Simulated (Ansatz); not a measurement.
**C₆H₁₂S: a ladder of functionals and wavefunction methods**

One table from this session's results is given with a row withheld; the runs are named, their logs left out.

The runs use Ansatz 0.2.0, Gaussian basis; functionals in def2-TZVPP, the program's frozen cores in correlated methods.

Plan: LDA (SPW92), PBE-D4, revPBE-D4, BLYP-D4, r2SCAN-D4, B97M-V, PBE0-D4, B3LYP-D4, r2SCANh-D4, r2SCAN0-D4, HSE06-D4, BHLYP-D4, CAM-B3LYP-D4, LC-ωPBE, ωB97X-V, ωB97M-V, B2PLYP, PBE-QIDH; CCSD(T)/def2-SVP; CCSD(T)/def2-TZVPP; MP2/def2-QZVPP; extrapolation to the limit; RPA on PBE.

## The geometry

The geometry comes from an earlier relaxation with PBE0-D4 in a triple-zeta def2 set; it is a stationary point, not always the lowest conformer.

SMILES `SC1CCCCC1`, 19 atoms, charge 0, spin multiplicity 1.

Atoms are counted from 1 here; the program's logs count them from 0.

Bond lengths: S1–C2 1.826 Å, S1–H8 1.342 Å, C2–C3 1.543 Å, C2–C7 1.522 Å, C2–H9 1.093 Å, C3–C4 1.529 Å, C3–H10 1.094 Å, C3–H11 1.092 Å, C4–C5 1.521 Å, C4–H12 1.093 Å, C4–H13 1.096 Å, C5–C6 1.537 Å, C5–H14 1.093 Å, C5–H15 1.096 Å, C6–C7 1.528 Å, C6–H16 1.093 Å, C6–H17 1.093 Å, C7–H18 1.092 Å and more. Angles: C2–S1–H8 97.8°, S1–C2–C3 114.0°, S1–C2–C7 112.5°, S1–C2–H9 100.9°, C3–C2–C7 110.9°, C3–C2–H9 109.2°, C7–C2–H9 108.8°, C2–C3–C4 112.8°, C2–C3–H10 109.1°, C2–C3–H11 109.1°, C4–C3–H10 109.4°, C4–C3–H11 109.9°, H10–C3–H11 106.3°, C3–C4–C5 111.3°, C3–C4–H12 109.5°, C3–C4–H13 110.1°, C5–C4–H12 110.7°, C5–C4–H13 109.1° and more.

The first run:

in.yaml reads:

```yaml
crystal:
  periodic: [false, false, false]
  atoms:
    - {symbol: S, position_ang: [-0.316399, -2.426957, 0.822231]}
    - {symbol: C, position_ang: [0.635376, -0.870723, 0.897850]}
    - {symbol: C, position_ang: [1.362422, -0.516357, -0.415796]}
    - {symbol: C, position_ang: [0.726111, 0.667582, -1.144349]}
    - {symbol: C, position_ang: [-0.791704, 0.609694, -1.070502]}
    - {symbol: C, position_ang: [-1.280628, 0.710581, 0.383157]}
    - {symbol: C, position_ang: [-0.203736, 0.301171, 1.387627]}
    - {symbol: H, position_ang: [-1.162887, -2.075268, -0.157696]}
    - {symbol: H, position_ang: [1.375674, -1.118760, 1.662820]}
    - {symbol: H, position_ang: [2.409406, -0.287146, -0.194819]}
    - {symbol: H, position_ang: [1.370699, -1.393049, -1.066922]}
    - {symbol: H, position_ang: [1.062506, 0.679390, -2.184353]}
    - {symbol: H, position_ang: [1.070456, 1.609611, -0.703150]}
    - {symbol: H, position_ang: [-1.236683, 1.403726, -1.675198]}
    - {symbol: H, position_ang: [-1.127383, -0.331298, -1.520811]}
    - {symbol: H, position_ang: [-2.169327, 0.089789, 0.522775]}
    - {symbol: H, position_ang: [-1.591170, 1.735528, 0.603840]}
    - {symbol: H, position_ang: [-0.653723, 0.065612, 2.354044]}
    - {symbol: H, position_ang: [0.478989, 1.142771, 1.555653]}
basis:
  gaussian: {orbitals: def2-TZVPP}
hamiltonian: {xc: lda}
output: {orbitals: {seedname: orbitals}}
```

On the command line:

```sh
> ansatz run in.yaml --threads 2 --pin off --events-out ev --progress --plain --max-ram 32768MiB --backend cuda --devices 0, --max-vram 18GiB
```

Among the steps run: LDA; PBE-D4 (GGA); revPBE-D4 (GGA); BLYP-D4 (GGA); r2SCAN-D4 (meta-GGA); B97M-V (meta-GGA); PBE0-D4 (hybrid); B3LYP-D4 (hybrid); r2SCANh-D4 (hybrid); r2SCAN0-D4 (hybrid); HSE06-D4 (hybrid); BHLYP-D4 (hybrid); CAM-B3LYP-D4 (range-separated); LC-ωPBE (range-separated); ωB97X-V (range-separated); ωB97M-V (range-separated); B2PLYP (double hybrid); PBE-QIDH (double hybrid).

One table of the session follows, with a row left open; its other results are not shown here.

It belongs to the step «Orbital energies across the functionals». 

```
  functional  HOMO (eV)  LUMO (eV)  gap (eV)
 LDA (SPW92)      -5.53      -0.55      4.98
      PBE-D4          ?          ?         ?
   revPBE-D4      -5.34      -0.22      5.12
     BLYP-D4      -5.25      -0.25      5.00
   r2SCAN-D4      -5.64       0.04      5.68
      B97M-V      -5.77      -0.16      5.62
     PBE0-D4      -6.63       0.59      7.23
    B3LYP-D4      -6.40       0.31      6.71
  r2SCANh-D4      -6.10       0.37      6.48
  r2SCAN0-D4      -6.79       0.85      7.64
    HSE06-D4      -6.23       0.22      6.45
    BHLYP-D4      -7.74       1.39      9.13
CAM-B3LYP-D4      -7.99       1.52      9.51
     LC-ωPBE      -9.40       2.79     12.20
     ωB97X-V      -9.05       2.58     11.63
     ωB97M-V      -8.89       2.23     11.12
```

**Question.** Estimate the row for PBE-D4.

The run gave: HOMO (eV): -5.40; LUMO (eV): -0.33; gap (eV): 5.07. In the column «HOMO (eV)» it lies between LDA (SPW92) (-5.53) and revPBE-D4 (-5.34).
